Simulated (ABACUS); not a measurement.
Crystal: Ta3AsAu2O13.

```
Ta As Au O
1.0
     5.24237    3.02668    4.14273
    -5.24237    3.02668    4.14273
     0.00000   -6.05337    4.14273
Ta As Au O
3 1 2 13
Direct
  0.23108 0.57229 0.23108
  0.23108 0.23108 0.57229
  0.57229 0.23108 0.23108
  0.55878 0.55878 0.55878
  0.96559 0.96559 0.96559
  0.75105 0.75105 0.75105
  0.40884 0.66762 0.40884
  0.40884 0.40884 0.66762
  0.66762 0.40884 0.40884
  0.49726 0.01313 0.36024
  0.36024 0.49726 0.01313
  0.01313 0.36024 0.49726
  0.36024 0.01313 0.49726
  0.01313 0.49726 0.36024
  0.49726 0.36024 0.01313
  0.10963 0.74806 0.10963
  0.10963 0.10963 0.74806
  0.74806 0.10963 0.10963
  0.30840 0.30840 0.30840
```

The cell was built by a generator and needn't be a form met in nature.

Base run:

| Item | Value |
| --- | --- |
| Program | ABACUS 3.10.1 |
| Functional | PBEsol |
| Potentials or basis | Ansatz NC PBE |
| Cutoff | 1252 eV |
| Density cutoff | 5007 eV |
| Basis | plane waves |
| k mesh | 3 × 3 × 3 |
| Occupations | fermi-dirac, width 0.05 eV |
| Spin | no spin polarisation |

Its results: band gap on the k mesh 1.03 eV, indirect (least direct gap 1.07 eV); pressure -2.8 GPa; largest force 0.320 eV/Å.

**Question.** The run is repeated on the same cell with these changes: functional from PBEsol to OLYP; potentials or basis from Ansatz NC PBE to SG15 ONCV 1.2 PBE; cutoff from 1252 eV to 1143 eV; density cutoff from 5007 eV to 4572 eV; valence electrons from 212 to 202. What comes out?

**Answer.** Band gap on the k mesh 1.19 eV, indirect (least direct gap 1.23 eV); pressure 0.4 GPa; largest force 0.439 eV/Å.

Caveats: the potentials were made for another functional, which shifts forces and pressure; spin-orbit coupling is left out, which moves the levels of the heavy elements; an odd mesh through Γ misses points on the zone boundary, where band edges often lie.
